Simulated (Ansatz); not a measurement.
**CH4BFSSi: a ladder of functionals and wavefunction methods**

An exercise on one series of results from a longer session: the logs are not shown, and one member is left open.

Method: functionals in def2-TZVPP, the program's frozen cores in correlated methods; program: Ansatz 0.2.0, Gaussian basis.

Plan: LDA (SPW92), PBE-D4, revPBE-D4, BLYP-D4, r2SCAN-D4, B97M-V, PBE0-D4, B3LYP-D4, r2SCANh-D4, r2SCAN0-D4, HSE06-D4, BHLYP-D4, CAM-B3LYP-D4, LC-ωPBE, ωB97X-V, ωB97M-V, B2PLYP, PBE-QIDH; CCSD(T)/def2-SVP; CCSD(T)/def2-TZVPP; MP2/def2-QZVPP; extrapolation to the limit; RPA on PBE.

### The relaxed structure

An earlier PBE0-D4 in a triple-zeta def2 set relaxation fixed the geometry.

SMILES `FB1CS[SiH2]1`, 9 atoms, charge 0, spin multiplicity 1.

Atoms are counted from 1 here; the program's logs count them from 0.

Bond lengths: F1–B2 1.325 Å, B2–C3 1.564 Å, B2–Si5 1.988 Å, C3–S4 1.859 Å, C3–H6 1.090 Å, C3–H7 1.087 Å, S4–Si5 2.184 Å, Si5–H8 1.487 Å, Si5–H9 1.484 Å. Angles: F1–B2–C3 124.0°, F1–B2–Si5 130.3°, C3–B2–Si5 100.6°, B2–C3–S4 83.4°, B2–C3–H6 117.1°, B2–C3–H7 120.2°, S4–C3–H6 110.6°, S4–C3–H7 110.1°, H6–C3–H7 111.5°, C3–S4–Si5 85.1°, B2–Si5–S4 66.3°, B2–Si5–H8 122.3°, B2–Si5–H9 123.8°, S4–Si5–H8 112.5°, S4–Si5–H9 112.3°, H8–Si5–H9 110.0°.

The first run:

The input, in.yaml:

```yaml
crystal:
  periodic: [false, false, false]
  atoms:
    - {symbol: F, position_ang: [1.557478, -1.359347, 0.855051]}
    - {symbol: B, position_ang: [0.616442, -0.724397, 0.170830]}
    - {symbol: C, position_ang: [0.909037, 0.360409, -0.916709]}
    - {symbol: S, position_ang: [0.040012, 1.487729, 0.279786]}
    - {symbol: Si, position_ang: [-1.239925, -0.234828, 0.685819]}
    - {symbol: H, position_ang: [1.947952, 0.665220, -1.046420]}
    - {symbol: H, position_ang: [0.377609, 0.341174, -1.865056]}
    - {symbol: H, position_ang: [-2.380435, -0.333691, -0.263071]}
    - {symbol: H, position_ang: [-1.739471, -0.248569, 2.082770]}
basis:
  gaussian: {orbitals: def2-TZVPP}
hamiltonian: {xc: lda}
output: {orbitals: {seedname: orbitals}}
```

Launch:

```console
ansatz run in.yaml --threads 4 --pin off --events-out ev --progress --plain --max-ram 10444MiB
```

Steps of the session up to this table: LDA; PBE-D4 (GGA); revPBE-D4 (GGA); BLYP-D4 (GGA); r2SCAN-D4 (meta-GGA); B97M-V (meta-GGA); B3LYP-D4 (hybrid); r2SCANh-D4 (hybrid); r2SCAN0-D4 (hybrid); HSE06-D4 (hybrid); BHLYP-D4 (hybrid); CAM-B3LYP-D4 (range-separated); LC-ωPBE (range-separated); ωB97X-V (range-separated); ωB97M-V (range-separated); B2PLYP (double hybrid); PBE-QIDH (double hybrid).

One of the session's tables, all rows but one given; the rest of the session is left out.

It belongs to the step «Frontier levels by functional». 

```
  functional  HOMO (eV)  gap (eV)
 LDA (SPW92)      -6.23      4.53
      PBE-D4          ?         ?
   revPBE-D4      -6.08      4.71
     BLYP-D4      -5.95      4.65
   r2SCAN-D4      -6.35      5.18
      B97M-V      -6.44      5.23
     PBE0-D4      -7.24      6.70
    B3LYP-D4      -7.01      6.26
  r2SCANh-D4      -6.76      5.92
  r2SCAN0-D4      -7.39      7.02
    HSE06-D4      -6.85      5.93
    BHLYP-D4      -8.22      8.59
CAM-B3LYP-D4      -8.48      8.97
     LC-ωPBE      -9.80     11.43
     ωB97X-V      -9.47     10.99
     ωB97M-V      -9.31     10.56
```

**Question.** Estimate the row for PBE-D4.

The run gave: HOMO (eV): -6.12; gap (eV): 4.66. In the column «HOMO (eV)» it lies between LDA (SPW92) (-6.23) and revPBE-D4 (-6.08).
